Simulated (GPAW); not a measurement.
# Two attempts at CH4OSSi (SMILES OC([SiH3])=S)

Wanted: the charge distribution of CH4OSSi, LDA (PW92)/real-space grid (scalar-relativistic datasets).

The calculation is run with GPAW 26.7.0.

2 further runs of the same task are left out: 2 set aside as unsound or not needed.

## 1. The system as given

CH4OSSi: 8 atoms, total charge 0, spin state singlet. SMILES: `OC([SiH3])=S`. Geometry: relaxed at GFN2-xTB. This is one conformer, not always the lowest.

Bond lengths: O1–C2 1.325 Å, C2–Si3 1.910 Å, C2–S4 1.631 Å, O1–H5 0.974 Å, Si3–H6 1.460 Å, Si3–H7 1.459 Å, Si3–H8 1.460 Å. Angles: O1–C2–Si3 114.9°, O1–C2–S4 121.8°, Si3–C2–S4 123.3°, C2–O1–H5 111.6°, C2–Si3–H6 106.6°, C2–Si3–H7 106.1°, C2–Si3–H8 106.5°, H6–Si3–H7 112.9°, H6–Si3–H8 111.4°, H7–Si3–H8 112.8°.

## 2. First attempt

Input file mol.py:

```python
import numpy as np
from ase import Atoms
from ase.units import Debye
from gpaw import GPAW

# Structure
atoms = Atoms(['O', 'C', 'Si', 'S', 'H', 'H', 'H', 'H'],
    positions=[[  0.059550,   1.318410,  -1.050840],
               [ -0.539750,   0.454220,  -0.244460],
               [  0.615600,  -0.848590,   0.540530],
               [ -2.143990,   0.516290,   0.042760],
               [ -0.572940,   1.958890,  -1.424070],
               [  0.494220,  -0.697040,   1.987800],
               [  1.956260,  -0.548530,   0.049120],
               [  0.131060,  -2.153660,   0.099160]])
atoms.center(vacuum=4.5)

# Calculator
gpaw_calc = GPAW(mode='fd',
                 xc='LDA',
                 h=0.2,
                 maxiter=92,
                 occupations={'name': 'fermi-dirac', 'width': 5.0},
                 txt='-')
atoms.calc = gpaw_calc

energy = atoms.get_potential_energy()
print(f'Energy                  {energy:.5f} eV')
forces = atoms.get_forces()
print('Forces (eV/Ang)')
for symbol, f in zip(atoms.symbols, forces):
    print(f'{symbol:2} {f[0]:9.4f} {f[1]:9.4f} {f[2]:9.4f}')
dipole = atoms.get_dipole_moment() / Debye
print(f'Dipole                  {np.linalg.norm(dipole):.3f} D')
homo, lumo = gpaw_calc.get_homo_lumo()
print(f'HOMO: {homo:.3f} eV')
print(f'LUMO = {lumo:.3f} eV')
print(f'Gap = {lumo - homo:.3f} eV')
```

Launch:

```sh
$ python3 mol.py
```

What it wrote:

```text
[...]
Number of symmetries: 1
[...]
  Number of IBZ points: 1
[...]
Spin-components: 1 (collinear spins)
Bands:           19
[...]
  Valence electrons: 24.0
[...]
  Grid points: [64 64 64]
  Charge: 0.0  # |e|
[...]
    cutoffs:
[...]
occupation numbers:
  Fermi-Dirac:
[...]
xc functional:
  name: None
[...]
|iter     |     time |      energy | eigst |  dens |
[...]
|iter:   1| 00:00:03 |  -48.671624 | +1.31 |       |
[...]
|iter:  59| 00:01:29 |  -48.312370c| -7.44c| -5.85c|
Converged in 59 steps
[...]
Energy contributions relative to reference atoms: (reference = -21778.523566)
Energy contributions:
  Kinetic:          53.848344
  Coulomb:         -29.722029
  Zero:              0.889211
  External:          0.000000
  Xc:              -26.352868
  Entropy:         -93.950057
  Spinorbit:         0.000000
  ----------------------------
  Free energy:     -95.287399
  Extrapolated:    -48.312370
dipole moment: (-0.347637, 0.186931, -0.090530)  # |e|*Ang
Fermi level: -6.774
Eigenvalues  # (at kpt = [0.000, 0.000, 0.000])
| band index |      eig [eV] | occ [0-2] |
|------------|---------------|-----------|
|          0 |       -32.057 |     1.987 |
|        ... |               |           |
|          4 |       -16.024 |     1.728 |
|          5 |       -14.947 |     1.674 |
|          6 |       -14.307 |     1.637 |
|          7 |       -11.866 |     1.469 |
|          8 |       -11.645 |     1.452 |
|          9 |       -11.517 |     1.442 |
|         10 |       -10.657 |     1.370 |
|         11 |        -9.660 |     1.281 |
|         12 |        -6.310 |     0.954 |
|         13 |        -3.099 |     0.648 |
[...]
Gap: 3.350 eV
Transition (v -> c):
[...]
Forces (eV/Ang)
O     5.8814   -0.0695   -1.1206
C     4.1670   -2.8825    1.4009
Si   -0.0741    0.2940   -0.2073
S    -8.2902    0.3165    1.5156
H    -3.4034    4.2926   -2.6609
H    -0.3653    0.3862    3.2936
H     3.3096    0.6171   -1.1484
H    -1.1588   -2.9393   -1.0242
Dipole                  1.945 D
HOMO: -9.660 eV
LUMO = -6.310 eV
Gap = 3.350 eV
```

Run time: 90 s. Hardware: 1 thread of Arm Neoverse V1, shared host; peak memory 0.79 GiB.

## 3. Diagnosis

It ran to the end. The result can't be trusted all the same.

The cause is that the smearing is far too wide. The sound input differs in these keys, not all of which need be the cause: smear at its default in place of fermi-dirac; width at its default in place of 5.

## 4. The mended input

Input file ch4ossi.py:

```python
import numpy as np
from ase import Atoms
from ase.units import Debye
from gpaw import GPAW

# Atomic positions
molecule = Atoms(["O", "C", "Si", "S", "H", "H", "H", "H"],
    positions=[[  0.059550,   1.318410,  -1.050840],
               [ -0.539750,   0.454220,  -0.244460],
               [  0.615600,  -0.848590,   0.540530],
               [ -2.143990,   0.516290,   0.042760],
               [ -0.572940,   1.958890,  -1.424070],
               [  0.494220,  -0.697040,   1.987800],
               [  1.956260,  -0.548530,   0.049120],
               [  0.131060,  -2.153660,   0.099160]])
molecule.center(vacuum=4.5)

# GPAW settings
calc = GPAW(mode="fd", h=0.2, xc="LDA", maxiter=100, txt="-")
molecule.calc = calc

energy = molecule.get_potential_energy()
print(f"Energy: {energy:.5f} eV")
forces = molecule.get_forces()
print("Forces (eV/Ang)")
for symbol, f in zip(molecule.symbols, forces):
    print(f'{symbol:2} {f[0]:9.4f} {f[1]:9.4f} {f[2]:9.4f}')
dipole = molecule.get_dipole_moment() / Debye
print(f"Dipole = {np.linalg.norm(dipole):.3f} D")
homo, lumo = calc.get_homo_lumo()
print(f"HOMO: {homo:.3f} eV")
print(f"LUMO: {lumo:.3f} eV")
print(f"Gap = {lumo - homo:.3f} eV")
```

Launch:

```sh
$ python ch4ossi.py > ch4ossi.log
```

What it wrote:

```text
[...]
Number of symmetries: 1
[...]
  Number of IBZ points: 1
[...]
Spin-components: 1 (collinear spins)
Bands:           19
[...]
  Valence electrons: 24.0
[...]
  Grid points: [64 64 64]
  Charge: 0.0  # |e|
[...]
    cutoffs:
[...]
occupation numbers:
  # Zero width
[...]
xc functional:
  name: None
[...]
|iter     |     time |      energy | eigst |  dens |
[...]
|iter:   1| 00:00:04 |  -43.330823 | +1.08 |       |
[...]
|iter:  14| 00:00:21 |  -40.786244c| -7.70c| -5.80c|
Converged in 14 steps
[...]
Energy contributions relative to reference atoms: (reference = -21778.523566)
Energy contributions:
  Kinetic:          50.797491
  Coulomb:         -53.808599
  Zero:              0.898304
  External:          0.000000
  Xc:              -38.673440
  Entropy:           0.000000
  Spinorbit:         0.000000
  ----------------------------
  Free energy:     -40.786244
  Extrapolated:    -40.786244
dipole moment: (0.287659, 0.053791, -0.102081)  # |e|*Ang
Fermi level: -4.489
Eigenvalues  # (at kpt = [0.000, 0.000, 0.000])
| band index |      eig [eV] | occ [0-2] |
|------------|---------------|-----------|
|          0 |       -27.685 |     2.000 |
|        ... |               |           |
|          4 |       -11.804 |     2.000 |
|          5 |       -11.030 |     2.000 |
|          6 |       -10.923 |     2.000 |
|          7 |        -8.953 |     2.000 |
|          8 |        -8.926 |     2.000 |
|          9 |        -8.282 |     2.000 |
|         10 |        -6.949 |     2.000 |
|         11 |        -5.831 |     2.000 |
|         12 |        -3.148 |     0.000 |
|         13 |        -0.991 |     0.000 |
[...]
Gap: 2.684 eV
Transition (v -> c):
[...]
Forces (eV/Ang)
O     1.1406   -0.4377    0.1508
C    -0.4481    0.1588    0.0039
Si   -0.6760    0.7687   -0.4742
S     0.1456   -0.1720    0.1157
H    -0.6518    0.2531   -0.0506
H    -0.0066    0.0251    0.5595
H     0.6621   -0.0354   -0.1243
H    -0.1106   -0.5405   -0.1481
Dipole = 1.489 D
HOMO: -5.831 eV
LUMO: -3.148 eV
Gap = 2.684 eV
```

Wall time 21 s (1 thread of Arm Neoverse V1, shared host); peak memory 0.76 GiB.

## 5. Summary of results

Level: LDA (PW92)/real-space grid (scalar-relativistic datasets).

```
                                              quantity        value
energy as printed (from the program's reference atoms)  -40.7862 eV
                                         dipole moment       1.49 D
                                           HOMO energy     -5.83 eV
                                           LUMO energy     -3.15 eV
                                         HOMO–LUMO gap      2.68 eV
```

In words: The first attempt's energy was -7.526 eV off this one.
